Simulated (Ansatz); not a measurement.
# AlClF2H4: two geometries relaxed, part 2 of 2

Are the two ends of the reaction (exchange6) separate minima, and which lies lower? Each is relaxed from a guess. Meant to form: Al1–F6, H5–F8, H7–Cl2; to break: Al1–Cl2, H5–F6, H7–F8. The start is a guess near the saddle point, from which both ends are pulled out.

Ansatz 0.2.0; RKS revPBE-D4/def2-SVP.

### Step 4. Pulling towards end B

Springs on the bonds that form and break draw the guess towards this end; the thresholds are loose.

The input, input.yaml:

```yaml
crystal:
  periodic: [false, false, false]
  atoms:
    - { symbol: Al, position_ang: [-0.9315, -0.5569, -0.9554] }
    - { symbol: Cl, position_ang: [1.2251, 0.8757, -1.2025] }
    - { symbol: H, position_ang: [-0.7255, -1.9677, -1.5084] }
    - { symbol: H, position_ang: [-2.16, 0.2926, -1.2785] }
    - { symbol: H, position_ang: [0.3353, 0.0968, 1.6196] }
    - { symbol: F, position_ang: [-0.5652, -0.5161, 1.122] }
    - { symbol: H, position_ang: [1.5089, 0.9903, 0.52] }
    - { symbol: F, position_ang: [1.313, 0.7854, 1.6833] }
basis:
  gaussian: { orbitals: def2-SVP }
hamiltonian:
  xc: revpbe
  dispersion: d4
relax:
  f_tol: 0.15
  max_steps: 25
  restrain:
    - { distance: [0, 5], at: 1.78, k: 30.0 }
    - { distance: [4, 7], at: 0.88, k: 30.0 }
    - { distance: [6, 1], at: 1.33, k: 30.0 }
    - { distance: [0, 1], at: 3.53, k: 30.0 }
    - { distance: [4, 5], at: 2.18, k: 30.0 }
    - { distance: [6, 7], at: 2.18, k: 30.0 }
output:
  orbitals: {}
```

On the command line:

```sh
$ ansatz run input.yaml --threads 2 --pin off --max-ram 3072MiB --backend cpu --events-out ev --progress --plain --runs-dir out
```

The log of the run:

```text
Warning: RAYON_NUM_THREADS=2 ignored (pool sized by the plan → 2); use --threads N
The last accepted step is kept in <dir> (removed where the run ends without a failure and the disk answers)
Engine: ansatz 0.2.0, x86_64-unknown-linux-gnu
Functional definition: revPBE
  parameter kappa = 1.245
  parameter beta = 0.06672455060314922
  exchange = pbe_x(kappa = kappa, mu = beta*pi^2/3)
  correlation = pbe_c(beta = beta)
916 factors; their error is unknown
mean field evaluation 1: about -24601.6116 eV, gradient 3.8e1 eV
mean field evaluation 2: about -24597.4491 eV, gradient 6.6e1 eV
mean field evaluation 4: about -24604.2340 eV, gradient 2.6e0 eV
mean field evaluation 8: about -24604.1935 eV, gradient 1.4e-1 eV
mean field -24604.19356918 eV, -904.1874363461 hartree, gradient 7.2e-5 eV, S^2 0.000000; 0 other end points of the search recorded, 0 dependent functions left out
the calculation of the forces begins
reference -24604.19361551 eV, -904.1874380485 hartree; 26, 26 occupied and 58, 58 virtual orbitals, 916 factors
relax step   1: F+E_penalty+E_count = -24604.54373410 eV  Δ(F+E_penalty+E_count) = +0.000e0 eV  max|allowed force component| = 1.930e0 eV/Å  E_restraint = 47.69631290 eV  max|allowed force component, restraints' pulls added| = 4.036e1 eV/Å  Δτ_max = 0.0000 Å  (25 SCF iters, accepted)
  distance Al 0 - F 5 = 2.1098 Å
  distance H 4 - F 7 = 1.1975 Å
  distance H 6 - Cl 1 = 1.7495 Å
  distance Al 0 - Cl 1 = 2.6008 Å
  distance H 4 - F 5 = 1.1976 Å
  distance H 6 - F 7 = 1.1973 Å
these checks for a lower state are left out or cut short: starts, cluster_reference, orbital_swaps, neighbouring_geometries, increment
916 factors; their error is unknown
mean field evaluation 16: about -24602.7239 eV, gradient 2.0e1 eV
mean field -24604.20623995 eV, -904.1879019881 hartree, gradient 4.6e-6 eV, S^2 0.000000; 0 other end points of the search recorded, 0 dependent functions left out
the calculation of the forces begins
reference -24604.20628697 eV, -904.1879037160 hartree; 26, 26 occupied and 58, 58 virtual orbitals, 916 factors
relax step   2: F+E_penalty+E_count = -24604.53824329 eV  Δ(F+E_penalty+E_count) = +5.491e-3 eV  max|allowed force component| = 2.792e0 eV/Å  E_restraint = 20.91157007 eV  max|allowed force component, restraints' pulls added| = 2.723e1 eV/Å  Δτ_max = 0.1949 Å  (34 SCF iters, accepted)
  distance Al 0 - F 5 = 1.9426 Å
  distance H 4 - F 7 = 1.0465 Å
  distance H 6 - Cl 1 = 1.5188 Å
  distance Al 0 - Cl 1 = 2.9497 Å
  distance H 4 - F 5 = 1.4842 Å
  distance H 6 - F 7 = 1.4848 Å
these checks for a lower state are left out or cut short: starts, cluster_reference, orbital_swaps, neighbouring_geometries, increment
916 factors; their error is unknown
mean field -24604.22914521 eV, -904.1887437408 hartree, gradient 1.9e-5 eV, S^2 0.000000; 0 other end points of the search recorded, 0 dependent functions left out
the calculation of the forces begins
reference -24604.22919342 eV, -904.1887455125 hartree; 26, 26 occupied and 58, 58 virtual orbitals, 916 factors
relax step   3: F+E_penalty+E_count = -24604.53671790 eV  Δ(F+E_penalty+E_count) = +1.525e-3 eV  max|allowed force component| = 5.323e0 eV/Å  E_restraint = 4.88078585 eV  max|allowed force component, restraints' pulls added| = 1.123e1 eV/Å  Δτ_max = 0.1948 Å  (32 SCF iters, accepted)
  distance Al 0 - F 5 = 1.7784 Å
  distance H 4 - F 7 = 0.8576 Å
  distance H 6 - Cl 1 = 1.3167 Å
  distance Al 0 - Cl 1 = 3.2211 Å
  distance H 4 - F 5 = 1.8427 Å
  distance H 6 - F 7 = 1.8401 Å
these checks for a lower state are left out or cut short: starts, cluster_reference, orbital_swaps, neighbouring_geometries, increment
916 factors; their error is unknown
mean field evaluation 32: about -24604.2033 eV, gradient 9.4e0 eV
mean field -24604.35429588 eV, -904.1933429433 hartree, gradient 2.2e-5 eV, S^2 0.000000; 0 other end points of the search recorded, 0 dependent functions left out
the calculation of the forces begins
reference -24604.35434476 eV, -904.1933447396 hartree; 26, 26 occupied and 58, 58 virtual orbitals, 916 factors
relax step   4: F+E_penalty+E_count = -24604.62807475 eV  Δ(F+E_penalty+E_count) = -9.136e-2 eV  max|allowed force component| = 1.178e0 eV/Å  E_restraint = 0.49419257 eV  max|allowed force component, restraints' pulls added| = 3.724e0 eV/Å  Δτ_max = 0.1951 Å  (28 SCF iters, accepted)
  distance Al 0 - F 5 = 1.7172 Å
  distance H 4 - F 7 = 0.9453 Å
  distance H 6 - Cl 1 = 1.2755 Å
  distance Al 0 - Cl 1 = 3.4588 Å
  distance H 4 - F 5 = 2.0751 Å
  distance H 6 - F 7 = 2.1045 Å
these checks for a lower state are left out or cut short: starts, cluster_reference, orbital_swaps, neighbouring_geometries, increment
916 factors; their error is unknown
mean field -24604.35025947 eV, -904.1931946078 hartree, gradient 1.3e-5 eV, S^2 0.000000; 0 other end points of the search recorded, 0 dependent functions left out
the calculation of the forces begins
reference -24604.35030903 eV, -904.1931964293 hartree; 26, 26 occupied and 58, 58 virtual orbitals, 916 factors
relax step   5: F+E_penalty+E_count = -24604.61194289 eV  Δ(F+E_penalty+E_count) = +1.613e-2 eV  max|allowed force component| = 7.275e-1 eV/Å  E_restraint = 0.10618659 eV  max|allowed force component, restraints' pulls added| = 1.702e0 eV/Å  Δτ_max = 0.1996 Å  (28 SCF iters, accepted)
  distance Al 0 - F 5 = 1.7376 Å
  distance H 4 - F 7 = 0.9372 Å
  distance H 6 - Cl 1 = 1.2887 Å
  distance Al 0 - Cl 1 = 3.5231 Å
  distance H 4 - F 5 = 2.1703 Å
  distance H 6 - F 7 = 2.1671 Å
these checks for a lower state are left out or cut short: starts, cluster_reference, orbital_swaps, neighbouring_geometries, increment
916 factors; their error is unknown
mean field -24604.33352048 eV, -904.1925794615 hartree, gradient 1.1e-5 eV, S^2 0.000000; 0 other end points of the search recorded, 0 dependent functions left out
the calculation of the forces begins
reference -24604.33357047 eV, -904.1925812984 hartree; 26, 26 occupied and 58, 58 virtual orbitals, 916 factors
relax step   6: F+E_penalty+E_count = -24604.59230404 eV  Δ(F+E_penalty+E_count) = +1.964e-2 eV  max|allowed force component| = 1.003e0 eV/Å  E_restraint = 0.04368002 eV  max|allowed force component, restraints' pulls added| = 4.160e-1 eV/Å  Δτ_max = 0.1947 Å  (29 SCF iters, accepted)
  distance Al 0 - F 5 = 1.7554 Å
  distance H 4 - F 7 = 0.9234 Å
  distance H 6 - Cl 1 = 1.3241 Å
  distance Al 0 - Cl 1 = 3.5187 Å
  distance H 4 - F 5 = 2.1649 Å
  distance H 6 - F 7 = 2.1743 Å
these checks for a lower state are left out or cut short: starts, cluster_reference, orbital_swaps, neighbouring_geometries, increment
916 factors; their error is unknown
mean field -24604.32814438 eV, -904.1923818934 hartree, gradient 1.1e-5 eV, S^2 0.000000; 0 other end points of the search recorded, 0 dependent functions left out
the calculation of the forces begins
reference -24604.32819405 eV, -904.1923837185 hartree; 26, 26 occupied and 58, 58 virtual orbitals, 916 factors
relax step   7: F+E_penalty+E_count = -24604.58807278 eV  Δ(F+E_penalty+E_count) = +4.231e-3 eV  max|allowed force component| = 1.060e0 eV/Å  E_restraint = 0.04279928 eV  max|allowed force component, restraints' pulls added| = 7.433e-1 eV/Å  Δτ_max = 0.1981 Å  (28 SCF iters, rejected (line search))
  distance Al 0 - F 5 = 1.7486 Å
  distance H 4 - F 7 = 0.9211 Å
  distance H 6 - Cl 1 = 1.3306 Å
  distance Al 0 - Cl 1 = 3.5208 Å
  distance H 4 - F 5 = 2.1701 Å
  distance H 6 - F 7 = 2.1812 Å
these checks for a lower state are left out or cut short: starts, cluster_reference, orbital_swaps, neighbouring_geometries, increment
916 factors; their error is unknown
mean field evaluation 64: about -24604.3393 eV, gradient 2.7e-4 eV
mean field -24604.33931577 eV, -904.1927924344 hartree, gradient 1.5e-5 eV, S^2 0.000000; 0 other end points of the search recorded, 0 dependent functions left out
the calculation of the forces begins
reference -24604.33936576 eV, -904.1927942715 hartree; 26, 26 occupied and 58, 58 virtual orbitals, 916 factors
relax step   8: F+E_penalty+E_count = -24604.59935035 eV  Δ(F+E_penalty+E_count) = -7.046e-3 eV  max|allowed force component| = 1.161e0 eV/Å  E_restraint = 0.04299421 eV  max|allowed force component, restraints' pulls added| = 1.150e-2 eV/Å  Δτ_max = 0.0991 Å  (28 SCF iters, accepted)
  distance Al 0 - F 5 = 1.7492 Å
  distance H 4 - F 7 = 0.9189 Å
  distance H 6 - Cl 1 = 1.3180 Å
  distance Al 0 - Cl 1 = 3.5205 Å
  distance H 4 - F 5 = 2.1695 Å
  distance H 6 - F 7 = 2.1719 Å
916 factors; their error is unknown
mean field -24604.33931577 eV, -904.1927924344 hartree, gradient 1.4e-5 eV, S^2 0.000000; 1 other end points of the search recorded, 0 dependent functions left out
the calculation of the forces begins
reference -24604.33936576 eV, -904.1927942715 hartree; 26, 26 occupied and 58, 58 virtual orbitals, 916 factors
Total energy: -24604.59940034 eV, -904.2023503660 hartree
Atom 0 at    -1.302924    -0.807546    -0.857877 Å, force     0.471935     0.207387     0.871466 eV/Å
Atom 1 at     1.608689     1.127425    -1.272978 Å, force    -0.212269    -0.155330     0.395877 eV/Å
Atom 2 at    -0.762127    -2.090599    -1.623334 Å, force    -0.003048     0.002507    -0.000347 eV/Å
Atom 3 at    -2.313296     0.309647    -1.363533 Å, force     0.000319    -0.002482    -0.000161 eV/Å
Atom 4 at     0.612736     0.264110     2.071454 Å, force    -1.161215    -0.821326    -0.299819 eV/Å
Atom 5 at    -0.877145    -0.716272     0.836285 Å, force    -0.017654     0.091039    -0.720080 eV/Å
Atom 6 at     1.678972     1.116362     0.043149 Å, force    -0.059552    -0.037057    -0.127694 eV/Å
Atom 7 at     1.355196     0.796973     2.166933 Å, force     0.981484     0.715261    -0.119242 eV/Å
Dipole moment:    -0.234899    -0.147897    -0.076823 e Å
```

It took 9.2 s on 2 threads of AMD EPYC 7B13 (Zen 3), shared host; peak memory 0.14 GiB.

Step by step:

```tsv
step	energy from step 1 (eV)	largest force component (eV/Å)
1	0.0000	1.9297
2	0.0055	2.7921
3	0.0070	5.3235
4	-0.0843	1.1782
5	-0.0682	0.7275
6	-0.0486	1.0032
7x	-0.0443	1.0601
8	-0.0556	1.1612
```

Step 1 is the start. 1 step was tried and not accepted (marked x). Energies and forces in the table leave out the springs, which the log lists apart; the run stops on the force with the springs' pull added.

After: Bond lengths: Al1–H3 1.589 Å, Al1–H4 1.589 Å, Al1–F6 1.749 Å, Cl2–H7 1.318 Å, H5–F8 0.919 Å. Angles: H3–Al1–H4 129.1°, H3–Al1–F6 115.2°, H4–Al1–F6 115.2°.

Pairs that crossed the distance rule for bonds on the way: came closer Cl2–H7, H5–F8; moved apart Al1–Cl2.

### Step 5. Relaxing end B

It starts where the restrained run ended.

The input, input.yaml:

```yaml
crystal:
  periodic: [false, false, false]
  atoms:
    - { symbol: Al, position_ang: [-1.302924, -0.807546, -0.857877] }
    - { symbol: Cl, position_ang: [1.608689, 1.127425, -1.272978] }
    - { symbol: H, position_ang: [-0.762127, -2.090599, -1.623334] }
    - { symbol: H, position_ang: [-2.313296, 0.309647, -1.363533] }
    - { symbol: H, position_ang: [0.612736, 0.26411, 2.071454] }
    - { symbol: F, position_ang: [-0.877145, -0.716272, 0.836285] }
    - { symbol: H, position_ang: [1.678972, 1.116362, 0.043149] }
    - { symbol: F, position_ang: [1.355196, 0.796973, 2.166933] }
basis:
  gaussian: { orbitals: def2-SVP }
hamiltonian:
  xc: revpbe
  dispersion: d4
relax:
  f_tol: 0.03
  max_steps: 50
output:
  orbitals: {}
```

On the command line:

```sh
$ ansatz run input.yaml --threads 2 --pin off --max-ram 3072MiB --backend cpu --events-out ev --progress --plain --runs-dir out
```

The log of the run (excerpt; [...] marks lines left out):

```text
Warning: RAYON_NUM_THREADS=2 ignored (pool sized by the plan → 2); use --threads N
[...]
[... 1 set-up line as earlier in the session ...]
[...]
916 factors; their error is unknown
[...]
mean field -24604.33932170 eV, -904.1927926524 hartree, gradient 1.9e-5 eV, S^2 0.000000; 0 other end points of the search recorded, 0 dependent functions left out
[...]
reference -24604.33937093 eV, -904.1927944616 hartree; 26, 26 occupied and 58, 58 virtual orbitals, 916 factors
relax step   1: F+E_penalty+E_count = -24604.59935628 eV  Δ(F+E_penalty+E_count) = +0.000e0 eV  max|allowed force component| = 1.161e0 eV/Å  Δτ_max = 0.0000 Å  (25 SCF iters, accepted)
[...]
relax step   4: F+E_penalty+E_count = -24605.21469369 eV  Δ(F+E_penalty+E_count) = -1.546e-1 eV  max|allowed force component| = 4.797e-1 eV/Å  Δτ_max = 0.1955 Å  (28 SCF iters, accepted)
[...]
relax step   7: F+E_penalty+E_count = -24605.29945717 eV  Δ(F+E_penalty+E_count) = -8.562e-3 eV  max|allowed force component| = 1.873e-1 eV/Å  Δτ_max = 0.0372 Å  (27 SCF iters, accepted)
[...]
relax step  10: F+E_penalty+E_count = -24605.31160402 eV  Δ(F+E_penalty+E_count) = -2.642e-3 eV  max|allowed force component| = 1.890e-1 eV/Å  Δτ_max = 0.0313 Å  (28 SCF iters, accepted)
[...]
relax step  12: F+E_penalty+E_count = -24605.31660911 eV  Δ(F+E_penalty+E_count) = -5.005e-3 eV  max|allowed force component| = 1.212e-1 eV/Å  Δτ_max = 0.0187 Å  (29 SCF iters, accepted)
[...]
relax step  13: F+E_penalty+E_count = -24605.32481112 eV  Δ(F+E_penalty+E_count) = -8.202e-3 eV  max|allowed force component| = 1.607e-1 eV/Å  Δτ_max = 0.0353 Å  (28 SCF iters, accepted)
[...]
916 factors; their error is unknown
mean field -24604.94068519 eV, -904.2148923529 hartree, gradient 2.2e-5 eV, S^2 0.000000; 0 other end points of the search recorded, 0 dependent functions left out
[...]
reference -24604.94073008 eV, -904.2148940027 hartree; 26, 26 occupied and 58, 58 virtual orbitals, 916 factors
```

### Step 6. The output, continued: end point B relaxed

Output, continued (excerpt; [...] marks lines left out):

```text
relax step  14: F+E_penalty+E_count = -24605.33370343 eV  Δ(F+E_penalty+E_count) = -8.892e-3 eV  max|allowed force component| = 1.911e-1 eV/Å  Δτ_max = 0.0293 Å  (28 SCF iters, accepted)
[...]
relax step  16: F+E_penalty+E_count = -24605.34895743 eV  Δ(F+E_penalty+E_count) = -1.525e-2 eV  max|allowed force component| = 3.263e-1 eV/Å  Δτ_max = 0.0668 Å  (29 SCF iters, accepted)
[...]
relax step  18: F+E_penalty+E_count = -24605.31579149 eV  Δ(F+E_penalty+E_count) = +3.716e-2 eV  max|allowed force component| = 8.351e-1 eV/Å  Δτ_max = 0.0829 Å  (29 SCF iters, rejected (line search))
[...]
relax step  20: F+E_penalty+E_count = -24605.37489959 eV  Δ(F+E_penalty+E_count) = -1.090e-3 eV  max|allowed force component| = 1.223e-1 eV/Å  Δτ_max = 0.0367 Å  (27 SCF iters, accepted)
[...]
reference -24604.99333956 eV, -904.2168273653 hartree; 26, 26 occupied and 58, 58 virtual orbitals, 916 factors
Total energy: -24605.37739646 eV, -904.2309411962 hartree
Atom 0 at    -0.784341    -0.455788    -0.885147 Å, force     0.002927     0.001849    -0.000036 eV/Å
Atom 1 at     1.085209     0.795533    -1.214309 Å, force     0.000774    -0.000313    -0.001938 eV/Å
Atom 2 at    -0.532108    -1.955297    -1.348865 Å, force    -0.002516    -0.002732    -0.001807 eV/Å
Atom 3 at    -2.083922     0.429381    -1.120575 Å, force    -0.004386    -0.000884    -0.000990 eV/Å
Atom 4 at     0.219825     0.028673     1.402443 Å, force     0.008786     0.004894     0.007702 eV/Å
Atom 5 at    -0.599594    -0.518078     1.030116 Å, force    -0.007961    -0.004791    -0.012191 eV/Å
Atom 6 at     1.414736     0.914918     0.570302 Å, force    -0.010543    -0.008261     0.009775 eV/Å
Atom 7 at     1.280296     0.760757     1.566135 Å, force     0.012920     0.010239    -0.000515 eV/Å
Dipole moment:     0.101107     0.044465     0.296483 e Å
```

It took 24 s on 2 threads of AMD EPYC 7B13 (Zen 3), shared host; peak memory 0.14 GiB.

Relaxation path:

```tsv
step	energy from step 1 (eV)	largest force component (eV/Å)
1	0.0000	1.1610
2	-0.2144	0.5030
3	-0.4608	0.3424
4	-0.6153	0.4797
5	-0.6646	0.4489
6	-0.6915	0.2678
7	-0.7001	0.1873
8	-0.7064	0.0611
9	-0.7096	0.1549
10	-0.7122	0.1890
11x	-0.7092	0.3329
12	-0.7173	0.1212
13	-0.7255	0.1607
14	-0.7343	0.1911
15x	-0.2732	6.2647
16	-0.7496	0.3263
17	-0.7536	0.5551
18x	-0.7164	0.8351
19	-0.7745	0.1741
20	-0.7755	0.1223
21	-0.7779	0.0412
22	-0.7780	0.0129
```

Step 1 is the start. 3 steps were tried and not accepted (marked x).

After: Bond lengths: Al1–Cl2 2.274 Å, Al1–H3 1.590 Å, Al1–H4 1.590 Å, Al1–F6 1.925 Å, H5–F6 1.053 Å, H7–F8 1.017 Å. Angles: Cl2–Al1–H3 110.3°, Cl2–Al1–H4 110.1°, Cl2–Al1–F6 94.8°, H3–Al1–H4 127.7°, H3–Al1–F6 104.1°, H4–Al1–F6 104.1°, Al1–F6–H5 114.2°.

Pairs that crossed the distance rule for bonds on the way: came closer Al1–Cl2, H5–F6, H7–F8; moved apart Cl2–H7, H5–F8.

### Step 7. Outcome

The summary covers parts 1 to 2.

| quantity | value |
| --- | --- |
| end A | 10 moves, 1.055 eV lower |
| end B | 18 moves, 0.778 eV lower |
| largest difference between the ends | 0.07 Å |
| end B relative to end A | +0.000 eV |

**Reading.** Both starts fell into the same minimum (no atom differs by more than 0.07 Å), so from this start no second minimum was found and no band was run; another arrangement could still be one.
